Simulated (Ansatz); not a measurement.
# CH5ISi: the cost of one run

All numbers are computed with the Python package of Ansatz 0.2.0. Level of theory: CAM-B3LYP/def2-SVP.

## Step 1: Starting point

Bond lengths: C1–Si2 1.778 Å, Si2–I3 2.426 Å, C1–H4 1.098 Å, C1–H5 1.104 Å, C1–H6 1.117 Å, Si2–H7 1.502 Å, Si2–H8 1.448 Å. Angles: C1–Si2–I3 108.4°, C1–Si2–H7 111.0°, C1–Si2–H8 112.1°, I3–Si2–H7 108.2°, I3–Si2–H8 108.6°, H7–Si2–H8 108.5°, Si2–C1–H4 111.9°, Si2–C1–H5 115.1°, Si2–C1–H6 115.4°, H4–C1–H5 101.4°, H4–C1–H6 106.7°, H5–C1–H6 105.1°.

No structure file is read: the coordinates are typed or built in the script.

## Step 2: The code

Contents of ch5isi.py:

```python
import ansatz
from ase import Atoms

atoms = Atoms(["C", "Si", "I", "H", "H", "H", "H", "H"], positions=[
    [-0.6327, 0.6918, -0.12],
    [0.4894, -0.6871, -0.092],
    [1.6541, -0.6858, 2.0364],
    [-1.156, 0.7751, -1.0819],
    [-0.1559, 1.6852, -0.0447],
    [-1.4188, 0.6863, 0.673],
    [1.5114, -0.5707, -1.1871],
    [-0.1993, -1.9519, -0.2395],
])

first = (
    ansatz.Crystal.molecule_from_ase(atoms).calculation()
    .basis(gaussian="def2-SVP")
    .functional("CAM-B3LYP")
    .relax(force_tolerance=0.02, max_steps=80)
)
atoms.positions = first.run(threads=1).report["positions_ang"]

start = atoms.get_dihedral(3, 0, 1, 2)
energies = {}
for turn in range(0, 360, 40):
    turned = atoms.copy()
    turned.set_dihedral(3, 0, 1, 2, start + turn, indices=[1, 2, 6, 7])
    setup = (
        ansatz.Crystal.molecule_from_ase(turned).calculation()
        .basis(gaussian="def2-SVP")
        .functional("CAM-B3LYP")
    )
    energies[round((start + turn) % 360)] = setup.run(threads=1).report["free_energy_ev"]
floor = min(energies.values())
print("dihedral H3-C0-Si1-I2 (deg)   E - E(min) (eV)")
for angle, e in sorted(energies.items()):
    print(f"{angle:8d} {(e - floor):14.3f}  " + "#" * int(30 * (e - floor) / max(max(energies.values()) - floor, 1e-9)))
```

## Step 3: Running it

Started as:

```bash
> python ch5isi.py
```

Q: Estimate wall time and peak memory on 1 thread of Arm Neoverse N1, shared host.

About 93 s, with a peak of 0.27 GiB.
